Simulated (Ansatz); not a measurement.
Write the native input for Ansatz 0.2.0 that does the following.

```
Task                                : band structure
Functional                          : PBEsol
Potentials or basis                 : Ansatz PAW
Cutoff                              : 420 eV (not typed: the program's choice for these potentials)
k mesh                              : 10 × 10 × 4
Occupations                         : fermi-dirac, width 0.05 eV
Spin                                : no spin polarisation
Hubbard terms                       : Ti d U = 4 eV
Path                                : [["G", "M", "K", "G", "A", "L", "H", "A"], ["L", "M"], ["K", "H"]]
Points for each segment of the path : 14
Hubbard projectors                  : ortho-atomic (the default)
Double counting                     : fll (the default)
```

Ti3Se:

```
Se Ti
1.0
     3.19745    0.00000    0.00000
    -1.59872    2.76907    0.00000
     0.00000    0.00000    7.94275
Se Ti
1 3
Cartesian
  0.0000 0.0000 0.0000
  1.5987 0.9230 3.9714
  0.0000 1.8460 6.1390
  0.0000 1.8460 1.8038
```

The cell comes from a database or a generator and needn't be the stable form of this composition.

The input as run:

input.yaml

```yaml
crystal:
  lattice:
    - [3.1974455988, 0.0, 0.0]
    - [-1.5987227994, 2.7690691158, 0.0]
    - [0.0, 0.0, 7.942745]
  atoms:
    - { symbol: Se, position: [0.0, 0.0, 0.0] }
    - { symbol: Ti, position: [0.6666666667, 0.3333333333, 0.5] }
    - { symbol: Ti, position: [0.3333333333, 0.6666666667, 0.772902] }
    - { symbol: Ti, position: [0.3333333333, 0.6666666667, 0.227098] }
hamiltonian:
  xc: pbesol
  pseudopotentials: { kind: paw }
  hubbard: { sites: [{ species: Ti, l: d, u_eff: 4.0 }] }
kpoints:
  mp_grid: { grid: [10, 10, 4] }
  band_path:
    path:
      - [[0.0, 0.0, 0.0], [0.5, 0.0, 0.0], [0.3333333333, 0.3333333333, 0.0], [0.0, 0.0, 0.0], [0.0, 0.0, 0.5], [0.5, 0.0, 0.5], [0.3333333333, 0.3333333333, 0.5], [0.0, 0.0, 0.5]]
      - [[0.5, 0.0, 0.5], [0.5, 0.0, 0.0]]
      - [[0.3333333333, 0.3333333333, 0.0], [0.3333333333, 0.3333333333, 0.5]]
    npoints: 14
scf:
  occupations: { method: fermi_dirac, width: 0.05 }
  n_extra_bands: 10
output:
  forces: true
  stress: true
  eigenvalues: true
  fatbands: true
```

Potentials or basis: Ansatz PAW.

Run with:

```console
$ ansatz run input.yaml --threads 2 --pin off --max-ram 5632MiB --backend cpu --events-out ev --progress --plain --runs-dir out
```

It gave:

```
Pressure               : 0.6 GPa
Largest force          : 0.084 eV/Å
Band gap on the k mesh : none (metal or under the smearing width)
```

Caveat: U without spin polarisation on a metal has little footing; the PAW data sets come from PBE, with cores solved anew for the run's functional, which leaves a small shift of forces and pressure.

Wall time 6.2 s on 2 threads of AMD EPYC 9R45 96-Core Processor (Zen 5) (shared host), peak memory 0.59 GiB.
